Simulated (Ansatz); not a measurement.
Crystal: Ta3AsAu2O13.

```xyz
19
Lattice="5.7238 -0.0075 -0.0040 1.3028 6.2550 0.0056 0.2757 1.3007 8.3675" Properties=species:S:1:pos:R:3 pbc="T T T"
Ta    1.8016    2.6675    4.8901
Ta    0.6106    1.9943    8.3559
Ta    4.2828    4.5395    4.2252
As    4.7578    6.6860    6.9518
Au    3.4916    0.8150    1.5556
Au    1.4492    5.7148    3.7432
O     4.8936    5.2811    5.9496
O     3.3221    1.7411    5.8246
O     6.2809    6.7422    7.6940
O     3.3672    6.6706    7.9235
O     4.5687    1.8638    0.2577
O     1.7240    1.5064    0.9269
O     0.9962    1.2256    4.1088
O     3.3758    2.9946    3.6400
O     0.9058    2.6910    6.5776
O     6.1615    3.9169    3.8186
O     4.0664    5.7780    2.9290
O     2.4385    4.7506    5.2300
O     6.5613    6.2408    1.8957
```

The cell was built by a generator and needn't be a form met in nature.

Base run:

```yaml
Program: Ansatz 0.2.0
Functional: PBE
Potentials_or_basis: Ansatz PAW
Cutoff: "420 eV (not typed: the program's choice for these potentials)"
k_mesh: 5 × 5 × 4
Occupations: fermi-dirac, width 0.05 eV
Spin: no spin polarisation
Hubbard_terms: Au d U = 2 eV, Ta d U = 2 eV
```

Its results: band gap on the k mesh 1.41 eV, indirect (least direct gap 1.44 eV); pressure 0.7 GPa; largest force 0.129 eV/Å.

Problem. The run is repeated on the same cell with these changes: hubbard terms from Au d U = 2 eV, Ta d U = 2 eV to Au d U = 6 eV, Ta d U = 6 eV. What comes out?

Solution. Band gap on the k mesh 1.45 eV, direct; pressure 2.3 GPa; largest force 0.354 eV/Å.

Caveats: odd divisions of the mesh miss points on the zone boundary, where band edges often lie, so the gap on the mesh can be too wide; spin-orbit coupling is left out, which moves the levels of the heavy elements.

A k mesh can miss the band edges.
